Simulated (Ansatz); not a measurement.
# LaZn: the cost of one run

Program: Ansatz 0.2.0, driven from Python. Level of theory: DFT r2SCAN, plane waves, PAW. These are calculated values, not measurements.

### 1 The system

The structure is cubic, space group Pm-3m (No. 221). The conventional cell has a = 3.750 Å, b = 3.750 Å, c = 3.750 Å, α = 90.00°, β = 90.00°, γ = 90.00°. La (site symmetry m-3m) is surrounded by 8 Zn at 3.25 Å. Zn (site symmetry m-3m) is surrounded by 8 La at 3.25 Å.

Input file lazn.cif:

```cif
data_LaZn
_cell_length_a 3.750000
_cell_length_b 3.750000
_cell_length_c 3.750000
_cell_angle_alpha 90.00000
_cell_angle_beta 90.00000
_cell_angle_gamma 90.00000
_symmetry_space_group_name_H-M 'P 1'
_symmetry_Int_Tables_number 1
loop_
_symmetry_equiv_pos_as_xyz
'x, y, z'
loop_
_atom_site_label
_atom_site_type_symbol
_atom_site_fract_x
_atom_site_fract_y
_atom_site_fract_z
La1 La    0.500000    0.500000    0.500000
Zn2 Zn    0.000000    0.000000    0.000000
```

### 2 The script

The input, lazn.py:

```python
# -*- coding: utf-8 -*-
"""Volume and enthalpy of LaZn against pressure."""

from dataclasses import dataclass

import ansatz as az
from ase.io import read
import numpy as np
import pandas as pd


@dataclass(frozen=True)
class Settings:
    max_scf: int = 150
    extra_bands: int = 8
    kspacing: float = 0.29
    cutoff_ev: int = 450


opts = Settings()

def edges_and_angles(cell):
    cell = np.asarray(cell)
    a, b, c = np.linalg.norm(cell, axis=1)
    cosines = cell[1] @ cell[2] / (b * c), cell[0] @ cell[2] / (a * c), cell[0] @ cell[1] / (a * b)
    return (a, b, c, *np.degrees(np.arccos(cosines)))


def main():
    atoms = read("lazn.cif")
    lazn = az.Crystal.from_ase(atoms)

    job = lazn.calculation()
    job = job.scf(max_iterations=opts.max_scf, extra_bands=opts.extra_bands, lower_state_search="light", self_checks="low")
    job = job.mixing("broyden").kpoints(spacing=opts.kspacing)
    job = job.basis(opts.cutoff_ev)
    job = job.occupations(az.OccupationsMethod.GAUSSIAN)
    job = job.functional(az.Functional.R2SCAN)
    job = job.accuracy("low")

    # H = F + PV, with 1 GPa A^3 = 1/160.21766 eV
    rows = []
    for pressure in [-2, 0, 2, 5, 10]:
        result = job.relax(cell=True, pressure=pressure, force_tolerance=0.01, max_steps=100).run()
        cell = result.lattice.cell_ang
        n_atoms = len(result.lattice.sites)
        volume = abs(np.linalg.det(cell)) / n_atoms
        enthalpy = result.report["free_energy_ev"] / n_atoms + pressure * volume / 160.21766
        rows.append((pressure, volume, enthalpy, *edges_and_angles(cell)))
        print(f"{pressure} GPa done: {volume:.4f} A^3/atom")

    table = pd.DataFrame(rows, columns=["P_GPa", "V_A3_atom", "H_eV_atom", "a", "b", "c", "alpha", "beta", "gamma"])
    print(table.round(4).to_string(index=False))
    p, v = np.array([row[0] for row in rows], float), np.array([row[1] for row in rows])
    print("mean bulk modulus between rows (GPa):", np.round(-np.diff(p) / np.diff(np.log(v)), 1))


if __name__ == "__main__":
    main()
```

### 3 The calls as engine input

The engine receives this input (first run):

```yaml
crystal:
  lattice:
    - [3.75, 0.0, 0.0]
    - [0.0, 3.75, 0.0]
    - [0.0, 0.0, 3.75]
  atoms:
    - { symbol: La, position: [0.5, 0.5, 0.5] }
    - { symbol: Zn, position: [0.0, 0.0, 0.0] }
accuracy: low
basis:
  ecutwfc: 450.0
kpoints:
  mp_grid:
    kspacing: 0.29
hamiltonian:
  xc: r2scan
scf:
  max_iter: 150
  n_extra_bands: 8
  self_checks: low
  lower_state_search: light
  mixing:
    algorithm: broyden
  occupations:
    method: gaussian
relax:
  f_tol: 0.01
  max_steps: 100
  cell:
    p_target: -2.0
```

### 4 The run

Started as:

```bash
$ python lazn.py
```

What time and memory should one allow on 1 thread of AMD EPYC 9R45 (Zen 5), shared host?

About 20 s, with a peak of 0.58 GiB.
